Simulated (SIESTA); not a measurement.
The system is HPbNO4.

```xyz
7
Lattice="3.8540 0.1438 0.0901 -0.2532 5.5270 0.1647 -0.4820 -1.9272 5.7203" Properties=species:S:1:pos:R:3 pbc="T T T"
H    -0.0083    2.5983    3.2335
Pb    2.1473    2.6778    1.0046
N     2.8237    3.6046    5.7249
O    -0.4057   -0.9417    5.0623
O     2.7256   -0.0852    0.8025
O    -0.5912    2.3982    5.1009
O     0.1280    2.5704    2.2622
```

The cell was built by a generator and needn't be a form met in nature.

Base run:

- Program: SIESTA 5.4.2
- Functional: PBE
- Potentials or basis: PseudoDojo 0.4 standard (PBE files)
- Basis: DZ (energy shift 0.003 Ry; two zetas on semicore shells)
- Grid cutoff: 800 Ry
- Energy shift: 0.003 Ry
- k mesh: 7 × 5 × 5
- Occupations: fermi-dirac, width 0.05 eV
- Spin: no spin polarisation

Its results: band gap on the k mesh 2.83 eV, indirect (least direct gap 2.93 eV); pressure 6.9 GPa; largest force 4.357 eV/Å.

The run is repeated on the same cell with these changes: basis from DZ (energy shift 0.003 Ry; two zetas on semicore shells) to DZP (energy shift 0.003 Ry; two zetas on semicore shells). What comes out?

Band gap on the k mesh 3.15 eV, indirect (least direct gap 3.23 eV); pressure 2.4 GPa; largest force 1.363 eV/Å.

Caveats: spin-orbit coupling is left out, which as a rule narrows the gap of such compounds by several tenths of an eV; the basis of atomic orbitals isn't converged, which shifts pressures, moduli and gaps; forces of over 1 eV/Å show positions far from the minimum, so gaps and moduli don't describe the material at rest; the basis has no polarisation orbitals (some runs).

A k mesh can miss the band edges.
